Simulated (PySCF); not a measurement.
# C₈H₂₄S₄Si₄: NMR shifts, electronic excitations, part 2 of 2

PySCF 2.14.0. Atoms count from 0. The steps go on from the part before.

## 5. NMR shifts: GIAO PBE0/pcSseg-1 in chloroform

The job: settings as JSON, then the geometry in Å.

```
{"job": {"kind": "nmr", "xc": "PBE0", "basis": "pcSseg-1", "pop": false, "solvent": "chloroform"}, "charge": 0, "multiplicity": 1}
C     -1.004231     2.593644    -2.080392
Si     0.089259     2.314233    -0.592740
C      0.923871     3.899170    -0.050580
S      1.602184     0.915002    -1.260192
Si     2.322377    -0.065409     0.511349
C      3.886258    -0.927203    -0.049440
C      2.656082     1.089213     1.940819
S      0.942872    -1.544454     1.286645
Si    -0.092437    -2.338919    -0.420243
C      1.017416    -2.733456    -1.869267
C     -0.930831    -3.877565     0.237001
S     -1.598749    -0.993333    -1.204163
Si    -2.332636     0.114759     0.484985
C     -2.671691    -0.931345     1.994062
C     -3.895983     0.923599    -0.150390
S     -0.965915     1.654839     1.159551
H     -1.820470     3.288878    -1.830910
H     -0.406687     3.031658    -2.895643
H     -1.428306     1.643049    -2.434604
H      1.557807     3.731034     0.832064
H      1.559486     4.283339    -0.863312
H      0.170587     4.661077     0.204116
H      3.686637    -1.597459    -0.897991
H      4.297472    -1.528922     0.775798
H      4.640229    -0.187837    -0.362056
H      1.719967     1.531944     2.310295
H      3.121573     0.525098     2.764625
H      3.344319     1.891082     1.632220
H      1.448024    -1.814362    -2.291844
H      0.428991    -3.233829    -2.654694
H      1.828693    -3.408365    -1.555737
H     -1.574402    -3.641123     1.096662
H     -1.556805    -4.327955    -0.548756
H     -0.178703    -4.614365     0.560059
H     -3.353470    -1.757977     1.741571
H     -1.736187    -1.339694     2.402515
H     -3.146445    -0.309689     2.769760
H     -3.692792     1.530187    -1.044794
H     -4.642700     0.158060    -0.413535
H     -4.317921     1.582230     0.624372
```

With the program's defaults for keys left out, this is: GIAO PBE0/pcSseg-1 NMR shielding, non-relativistic, IEF-PCM chloroform.

The log of the run:

```text
start: PBE on a coarse grid of 34710 points
cycle   1  E = -3068.0355652896  dE =  1.044e+00  |g| = 1.212e+00  |ddm| = 6.100e+00
cycle   2  E = -3067.5867908299  dE =  4.488e-01  |g| = 1.753e+00  |ddm| = 2.763e+00
cycle   3  E = -3068.4059187222  dE = -8.191e-01  |g| = 1.655e-01  |ddm| = 1.810e+00
cycle   4  E = -3068.4141265198  dE = -8.208e-03  |g| = 4.985e-02  |ddm| = 3.432e-01
cycle   5  E = -3068.4146772627  dE = -5.507e-04  |g| = 5.034e-03  |ddm| = 6.937e-02
final grid: 283177 points
cycle   6  E = -3068.8448218494  dE = -1.188e-02  |g| = 4.235e-02  |ddm| = 3.356e-01
cycle   7  E = -3068.8447163524  dE =  1.055e-04  |g| = 4.643e-02  |ddm| = 1.122e-01
cycle   8  E = -3068.8453114573  dE = -5.951e-04  |g| = 3.039e-03  |ddm| = 6.474e-02
cycle   9  E = -3068.8453151500  dE = -3.693e-06  |g| = 1.275e-03  |ddm| = 6.944e-03
cycle  10  E = -3068.8453128567  dE =  2.293e-06  |g| = 1.917e-04  |ddm| = 2.052e-03
cycle  11  E = -3068.8453156882  dE = -2.832e-06  |g| = 8.201e-05  |ddm| = 2.970e-04
converged SCF energy = -3068.8453156882

GIAO shielding tensors (ppm)
atom      isotropic    diamagn.    paramagn.     s11        s22        s33       span
  0 C      176.738     259.848     -83.111    167.700    174.406    188.107     20.407
  1 Si     318.042     884.903    -566.861    295.959    326.571    331.597     35.638
  2 C      174.956     257.683     -82.727    162.763    172.698    189.407     26.644
  3 S      675.636    1068.734    -393.097    618.492    671.680    736.737    118.245
  4 Si     318.134     884.945    -566.811    296.335    326.427    331.639     35.304
  5 C      174.960     257.711     -82.751    162.836    172.661    189.384     26.548
  6 C      176.780     259.834     -83.054    167.786    174.460    188.094     20.309
  7 S      675.175    1068.769    -393.594    617.463    671.662    736.401    118.938
  8 Si     318.100     884.943    -566.844    296.227    326.157    331.915     35.688
  9 C      176.782     259.831     -83.050    167.820    174.477    188.048     20.228
 10 C      174.976     257.719     -82.744    162.865    172.672    189.390     26.525
 11 S      675.248    1068.706    -393.458    617.228    671.589    736.927    119.699
 12 Si     317.956     884.896    -566.941    295.868    326.321    331.677     35.809
 13 C      176.719     259.857     -83.138    167.745    174.366    188.046     20.301
 14 C      174.957     257.680     -82.723    162.775    172.702    189.396     26.621
 15 S      675.608    1068.699    -393.091    618.296    671.554    736.975    118.679
 16 H       30.838      31.906      -1.068     26.249     28.394     37.870     11.620
 17 H       30.641      31.436      -0.795     25.884     27.679     38.362     12.478
 18 H       29.819      37.062      -7.243     24.182     30.617     34.659     10.477
 19 H       30.567      34.006      -3.439     25.132     31.303     35.266     10.134
 20 H       30.826      30.479       0.347     26.472     27.752     38.254     11.782
 21 H       30.713      30.106       0.607     25.670     28.112     38.357     12.687
 22 H       30.568      34.040      -3.472     25.119     31.319     35.266     10.148
 23 H       30.827      30.513       0.314     26.483     27.746     38.252     11.769
 24 H       30.713      30.128       0.585     25.673     28.108     38.358     12.685
 25 H       29.836      37.055      -7.219     24.215     30.651     34.641     10.426
 26 H       30.641      31.448      -0.807     25.882     27.678     38.362     12.480
 27 H       30.836      31.908      -1.072     26.256     28.389     37.863     11.607
 28 H       29.834      37.058      -7.223     24.215     30.647     34.642     10.426
 29 H       30.638      31.419      -0.781     25.879     27.667     38.368     12.489
 30 H       30.837      31.934      -1.097     26.259     28.402     37.848     11.589
 31 H       30.568      34.054      -3.486     25.114     31.326     35.265     10.152
 32 H       30.826      30.476       0.350     26.481     27.721     38.276     11.795
 33 H       30.715      30.170       0.546     25.675     28.128     38.343     12.667
 34 H       30.836      31.947      -1.111     26.242     28.418     37.849     11.607
 35 H       29.813      37.086      -7.273     24.179     30.604     34.657     10.478
 36 H       30.639      31.440      -0.801     25.881     27.672     38.362     12.481
 37 H       30.566      33.986      -3.420     25.131     31.298     35.269     10.137
 38 H       30.714      30.130       0.584     25.671     28.128     38.342     12.671
 39 H       30.825      30.462       0.363     26.471     27.736     38.269     11.798
```

It took 28 s on 4 threads of Arm Neoverse V2, shared host; peak memory 3.5 GiB.

## 6. Electronic excitations: TDDFT wB97X-D/def2-SVPD

The job, as its differences from that of step 5:

```diff
@@ -1,2 +1,2 @@
-{"job": {"kind": "nmr", "xc": "PBE0", "basis": "pcSseg-1", "pop": false, "solvent": "chloroform"}, "charge": 0, "multiplicity": 1}
+{"job": {"kind": "uv", "xc": "wB97X-D", "grid": 1, "kgrid": 1, "vcut": null, "nstates": 8, "ntriplets": 3, "tda": false, "delta": ["ip_vertical", "ea_vertical"], "pop": false, "basis": "def2-SVPD"}, "charge": 0, "multiplicity": 1}
 C     -1.004231     2.593644    -2.080392
```

Method: TDDFT wB97X-D/def2-SVPD, vertical, gas phase, core orbitals frozen in the response.

The log of the run:

```text
start: PBE on a coarse grid of 34710 points
cycle   1  E = -3066.8268314723  dE =  9.339e-01  |g| = 1.150e+00  |ddm| = 1.578e+01
cycle   2  E = -3066.4168262098  dE =  4.100e-01  |g| = 1.650e+00  |ddm| = 5.664e+00
cycle   3  E = -3067.1790097924  dE = -7.622e-01  |g| = 1.485e-01  |ddm| = 3.472e+00
cycle   4  E = -3067.1849658820  dE = -5.956e-03  |g| = 6.000e-02  |ddm| = 7.341e-01
cycle   5  E = -3067.1860459082  dE = -1.080e-03  |g| = 1.620e-02  |ddm| = 2.649e-01
cycle   6  E = -3067.1861251797  dE = -7.927e-05  |g| = 3.342e-03  |ddm| = 8.073e-02
final grid: 139430 points
cycle   7  E = -3069.2465047892  dE = -1.670e-02  |g| = 5.818e-02  |ddm| = 3.068e+00
cycle   8  E = -3069.2474345721  dE = -9.298e-04  |g| = 3.866e-02  |ddm| = 4.317e-01
cycle   9  E = -3069.2478812909  dE = -4.467e-04  |g| = 8.304e-03  |ddm| = 1.460e-01
cycle  10  E = -3069.2479074068  dE = -2.612e-05  |g| = 2.619e-03  |ddm| = 6.273e-02
cycle  11  E = -3069.2479112675  dE = -3.861e-06  |g| = 5.854e-04  |ddm| = 1.939e-02
cycle  12  E = -3069.2479145951  dE = -3.328e-06  |g| = 1.956e-04  |ddm| = 2.276e-02
cycle  13  E = -3069.2479132937  dE =  1.301e-06  |g| = 8.395e-05  |ddm| = 1.548e-02
converged SCF energy = -3069.2479132937

Static polarisability (au): isotropic 270.268, principal 239.619 285.547 285.639

Singlet excitations
state   eV       nm        f      main configurations
  1   5.9567    208.1   0.00975   H->L+1 0.76
  2   5.9574    208.1   0.00976   H-1->L+1 0.76
  3   6.0933    203.5   0.00000   H-2->L+1 0.50, H-1->L+2 0.12, H->L+3 0.12
  4   6.2838    197.3   0.00025   H-3->L+1 0.31, H->L+2 0.18, H-1->L+3 0.18
  5   6.5591    189.0   0.00396   H->L+3 0.33, H-1->L+2 0.33, H-2->L 0.10
  6   6.6164    187.4   0.00010   H-1->L+3 0.32, H->L+2 0.32
  7   6.6957    185.2   0.14764   H->L 0.41, H-2->L+3 0.10, H-1->L 0.08
  8   6.6969    185.1   0.14759   H-1->L 0.40, H-2->L+2 0.10, H->L 0.08

Triplet excitations (Tamm-Dancoff, eV): 5.7038 5.7047 5.7968
```

Wall time 3.6 min (4 threads of Arm Neoverse V2, shared host); peak memory 3.3 GiB.

Warnings kept with the result: ip_vertical: open-shell SCF did not converge.

The orbitals next to the gap, with their largest atomic shares:

```
orbital     eV                        atoms
 HOMO−4  -9.76   S3 14 %, S11 14 %, S7 14 %
 HOMO−3  -9.45   S15 17 %, S7 17 %, S3 17 %
 HOMO−2  -8.92  S15 22 %, S11 21 %, S3 21 %
 HOMO−1  -8.52   S7 27 %, S15 26 %, S3 12 %
   HOMO  -8.52  S11 27 %, S3 27 %, S15 12 %
   LUMO   1.62  S15 10 %, S11 10 %, S3 10 %
 LUMO+1   1.72  S15 13 %, S11 13 %, S3 12 %
 LUMO+2   2.07   S3 16 %, S11 16 %, S7 14 %
 LUMO+3   2.08  S7 16 %, S15 16 %, S11 14 %
```

With each of the 8 states as a Gaussian band of 0.4 eV half-width at 1/e, the curve within the window shown has maxima at 185 nm (ε 12,000) L/(mol cm). Beyond the last state computed it falls off for lack of states. The curve at chosen wavelengths:

| nm | ε (L/mol/cm) |
| --- | --- |
| 177 | 6847 |
| 179 | 8849 |
| 181 | 10567 |
| 183 | 11720 |
| 186 | 12044 |
| 188 | 11343 |
| 190 | 10094 |
| 192 | 8536 |
| 194 | 6905 |
| 196 | 5390 |
| 199 | 3564 |
| 201 | 2688 |
| 203 | 2057 |
| 205 | 1617 |
| 207 | 1314 |
| 209 | 1098 |
| 212 | 864 |
| 214 | 736 |
| 216 | 621 |
| 218 | 514 |
| 220 | 417 |
| 222 | 330 |
| 225 | 223 |
| 227 | 167 |
| 229 | 122 |
| 231 | 87 |

Ground-state properties from the same run:

```
           property  computed
  dipole moment (D)      0.02
polarisability (Å³)     40.05
 HOMO–LUMO gap (eV)     10.14
      −ε(HOMO) (eV)      8.52
```

## 7. Electronic excitations: TDA PBE0/def2-TZVP

The job, as its differences from that of step 6:

```diff
@@ -1,2 +1,2 @@
-{"job": {"kind": "uv", "xc": "wB97X-D", "grid": 1, "kgrid": 1, "vcut": null, "nstates": 8, "ntriplets": 3, "tda": false, "delta": ["ip_vertical", "ea_vertical"], "pop": false, "basis": "def2-SVPD"}, "charge": 0, "multiplicity": 1}
+{"job": {"kind": "uv", "xc": "PBE0", "grid": 1, "kgrid": 1, "vcut": 2.5, "nstates": 6, "ntriplets": 3, "tda": true, "delta": [], "pop": false, "basis": "def2-TZVP"}, "charge": 0, "multiplicity": 1}
 C     -1.004231     2.593644    -2.080392
```

Method: TDA PBE0/def2-TZVP, vertical, gas phase, core orbitals frozen in the response, virtual orbitals cut by energy.

The log of the run:

```text
start: PBE on a coarse grid of 34710 points
cycle   1  E = -3068.5162449168  dE =  9.983e-01  |g| = 1.260e+00  |ddm| = 4.986e+00
cycle   2  E = -3068.0544630888  dE =  4.618e-01  |g| = 1.798e+00  |ddm| = 3.080e+00
cycle   3  E = -3068.9031428345  dE = -8.487e-01  |g| = 1.650e-01  |ddm| = 1.966e+00
cycle   4  E = -3068.9086813811  dE = -5.539e-03  |g| = 1.021e-01  |ddm| = 3.708e-01
cycle   5  E = -3068.9113658190  dE = -2.684e-03  |g| = 1.722e-02  |ddm| = 1.568e-01
cycle   6  E = -3068.9114274224  dE = -6.160e-05  |g| = 8.869e-03  |ddm| = 2.995e-02
final grid: 139430 points
cycle   7  E = -3069.2019643255  dE = -1.362e-02  |g| = 5.468e-02  |ddm| = 4.377e-01
cycle   8  E = -3069.2015859871  dE =  3.783e-04  |g| = 6.217e-02  |ddm| = 1.153e-01
cycle   9  E = -3069.2026060953  dE = -1.020e-03  |g| = 8.160e-03  |ddm| = 6.170e-02
cycle  10  E = -3069.2026229665  dE = -1.687e-05  |g| = 3.306e-03  |ddm| = 1.047e-02
cycle  11  E = -3069.2026232797  dE = -3.132e-07  |g| = 7.091e-04  |ddm| = 3.818e-03
cycle  12  E = -3069.2026249102  dE = -1.631e-06  |g| = 1.460e-04  |ddm| = 1.202e-03
cycle  13  E = -3069.2026236133  dE =  1.297e-06  |g| = 2.856e-05  |ddm| = 2.505e-04
converged SCF energy = -3069.2026236133

Static polarisability (au): isotropic 269.064, principal 235.409 285.881 285.903

Singlet excitations
state   eV       nm        f      main configurations
  1   5.5992    221.4   0.00612   H->L 0.95
  2   5.5998    221.4   0.00624   H-1->L 0.95
  3   5.8638    211.4   0.00000   H-2->L 0.65, H-1->L+1 0.15, H->L+2 0.15
  4   6.0382    205.3   0.00020   H->L+1 0.28, H-1->L+2 0.28, H-3->L 0.23
  5   6.2402    198.7   0.00000   H->L+1 0.24, H-1->L+2 0.23, H->L+2 0.18
  6   6.2529    198.3   0.00028   H-1->L+1 0.40, H->L+2 0.37

Triplet excitations (Tamm-Dancoff, eV): 5.3229 5.3235 5.4671
```

It took 70 s on 4 threads of Arm Neoverse V2, shared host; peak memory 3.6 GiB.

## 8. What came out

What follows sums up all 2 parts.

```
                                                                quantity                        value
                                                             point group                           S4
                                    rotational constants (main isotopes)         0.29, 0.29, 0.20 GHz
 ¹³C shifts against TMS (PBE0/pcSseg-2, means over atoms taken as alike)                      8.9 ppm
  ¹H shifts against TMS (PBE0/pcSseg-2, means over atoms taken as alike)                     0.61 ppm
²⁹Si shifts against TMS (PBE0/pcSseg-2, means over atoms taken as alike)                     27.3 ppm
 ³³S shifts against CS2 (PBE0/pcSseg-2, means over atoms taken as alike)                     -159 ppm
                                      lowest singlet (wB97X-D/def2-SVPD)  5.96 eV (208 nm), f = 0.010
                                brightest single state of those computed  state 7, 6.70 eV, f = 0.148
                                                          lowest triplet                      5.70 eV
```

Relaxing lowered the energy by 0.254 eV in 10 steps; the close pair that moved most is Si12–C13, from 1.894 to 1.867 Å. At PBE0/pcSseg-2: The widest tensor belongs to S3, S7, S11, S15: span 128 ppm, with a paramagnetic part of -407 ppm. The lowest singlet, at 5.96 eV, is HOMO→LUMO+1 0.76 and is weak; of the 8 states computed, the strongest absorption comes from states 7 to 8 together at 6.70 eV (the last computed, so partners may be missing). The lowest triplet lies 0.25 eV below the lowest singlet (triplets in Tamm-Dancoff, singlets in full TDDFT).
